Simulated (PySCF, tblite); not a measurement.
# C₆H₁₄BNO₂: geometry, infrared bands and NMR shifts

Wanted: the infrared bands and NMR shifts of C₆H₁₄BNO₂ (`CO[C@@H](C)C(=O)NB(C)C`), by calculation.

Computed with tblite 0.8.0 and PySCF 2.14.0, with density-fitted response routines of our own, on a single molecule in the gas phase. Atoms are numbered from 0 throughout.

### Step 1. Starting geometry

24 atoms, charge 0, multiplicity 1; geometry from: force field or distance geometry start.

Bonds of the start (Å): C0–O1 1.41, O1–C2 1.43, C2–C3 1.54, C2–C4 1.50, C4–O5 1.25, C4–N6 1.45, N6–B7 1.54, B7–C8 1.59, B7–C9 1.60, C0–H10 1.10, C0–H11 1.11, C0–H12 1.13, C2–H13 1.12, C3–H14 1.10, C3–H15 1.12, C3–H16 1.10, N6–H17 1.04, C8–H18 1.10, C8–H19 1.11, C8–H20 1.12, C9–H21 1.11, C9–H22 1.11, C9–H23 1.12.

### Step 2. Optimising the geometry with GFN2-xTB

Job settings and geometry (Å):

```
{"job": {"kind": "relax", "xc": "GFN2-xTB", "basis": "xTB"}, "charge": 0, "multiplicity": 1}
C     -2.500600     1.621000     1.072800
O     -2.114900     1.126500    -0.193600
C     -1.920700    -0.285800    -0.117900
C     -2.117700    -0.856000    -1.529500
C     -0.549000    -0.615400     0.389000
O     -0.417900    -1.532600     1.231600
N      0.596300     0.092700    -0.136600
B      2.054600    -0.116000     0.318100
C      3.194700     0.748200    -0.374100
C      2.435400    -1.170200     1.457500
H     -1.780700     1.359400     1.868300
H     -2.560600     2.727300     1.015400
H     -3.529300     1.258200     1.352200
H     -2.689400    -0.772600     0.528500
H     -1.392200    -0.408800    -2.230200
H     -1.980400    -1.964900    -1.490600
H     -3.143100    -0.641900    -1.879400
H      0.438500     0.806900    -0.870400
H      3.195600     0.553400    -1.460300
H      4.191600     0.505000     0.050300
H      2.979300     1.834200    -0.199400
H      3.531800    -1.149400     1.642600
H      1.920800    -0.900600     2.407800
H      2.145900    -2.198800     1.132500
```

The run is started by

```bash
OMP_NUM_THREADS=1 python probes_run.py task.json out
```

One launch serves the whole session: the jobs run in the order shown.

**Question.** This job is followed by: GFN2-xTB harmonic vibrations, gas phase; GIAO PBE0/pcSseg-1 NMR shielding, non-relativistic, gas phase. What will the session give for the following? strongest single infrared mode (GFN2-xTB); zero-point energy (GFN2-xTB); ¹³C shifts against TMS (PBE0/pcSseg-1, means over atoms taken as alike); ¹H shifts against TMS (PBE0/pcSseg-1, means over atoms taken as alike); ¹⁷O shifts against H2O (PBE0/pcSseg-1); ¹⁵N shifts against NH3 (PBE0/pcSseg-1); ¹¹B shifts against BF3·OEt2 (PBE0/pcSseg-1).

As calculated:

```
                                                               quantity                             value
                              strongest single infrared mode (GFN2-xTB)             1765 cm⁻¹, 388 km/mol
                                           zero-point energy (GFN2-xTB)                    125.1 kcal/mol
¹³C shifts against TMS (PBE0/pcSseg-1, means over atoms taken as alike)  182.4, 85.4, 59.7, 22.8, 9.0 ppm
 ¹H shifts against TMS (PBE0/pcSseg-1, means over atoms taken as alike)  8.15, 3.51, 3.50, 1.37, 0.73 ppm
                                 ¹⁷O shifts against H2O (PBE0/pcSseg-1)                   480.4, 49.0 ppm
                                 ¹⁵N shifts against NH3 (PBE0/pcSseg-1)                         168.1 ppm
                            ¹¹B shifts against BF3·OEt2 (PBE0/pcSseg-1)                          53.3 ppm
```

**Reading.** Over 190 steps the energy fell by 0.774 eV; of the close pairs, N6–B7 changed most, 1.542 to 1.425 Å. All 66 modes are real, so the xTB geometry is a minimum. The strongest single mode, at 1765 cm⁻¹, moves mainly C4 and O5. Unscaled tight-binding wavenumbers are off by several per cent, some by more. Its intensities can rank the bands wrongly. C4 (amide carbonyl carbon) lies farthest downfield among carbon, at 182.4 ppm; it is a carbonyl in resonance with an O or N lone pair, the region of acids, esters and amides. At PBE0/pcSseg-1: The largest span, 868 ppm, is at O5, where the paramagnetic term is -548 ppm.
